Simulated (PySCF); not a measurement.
# C2H10AlNO: the cost of one run

Programs: PySCF 2.14.0, with density-fitted response routines of our own. Each step states its level of theory. These are calculated values for one molecule in the gas phase, unless marked as measured. Atoms count from 0, in the outputs and in this text.

**1. The starting structure**

15 atoms, charge 0, multiplicity 1; geometry from: GFN2-xTB. The atoms were then displaced at random by about 0.01 Å, so the start is not that level's minimum.

Bonds of the start (Å): C0–C1 1.51, C1–O2 1.38, O2–Al3 1.70, Al3–N4 2.07, C0–H5 1.10, C0–H6 1.11, C0–H7 1.07, C1–H8 1.11, C1–H9 1.11, Al3–H10 1.54, Al3–H11 1.54, N4–H12 1.00, N4–H13 1.04, N4–H14 1.02.

**2. Optimising the geometry at PBE0-D3(BJ)/def2-SVP**

What the job is given:

```
{"job": {"xc": "PBE0", "basis": "def2-SVP", "d3": "d3bj", "grid": 1, "shake": 0.01, "kind": "geom"}, "charge": 0, "multiplicity": 1}
C     -2.277070    -0.671020    -0.632510
C     -1.526910    -0.147160     0.573520
O     -0.310860     0.384650     0.198710
Al     1.130850     1.063220    -0.398000
N      2.549420    -0.145090     0.495750
H     -3.258600    -1.053050    -0.330010
H     -2.454450     0.174600    -1.328130
H     -1.708010    -1.407920    -1.154710
H     -2.108800     0.635010     1.111020
H     -1.364420    -0.976040     1.288860
H      1.513790     2.414360     0.237270
H      1.459810     0.739130    -1.863900
H      3.453490     0.212090     0.275630
H      2.423510    -0.136020     1.523870
H      2.462920    -1.104140     0.168020
```

On the command line:

```
OMP_NUM_THREADS=1 python probes_run.py task.json out
```

One launch serves the whole session: the jobs run in the order shown.

Q: Estimate the wall time and peak memory of this first job on 1 thread of Arm Neoverse V1, shared host.

About 1.7 min, with a peak of 0.51 GiB.
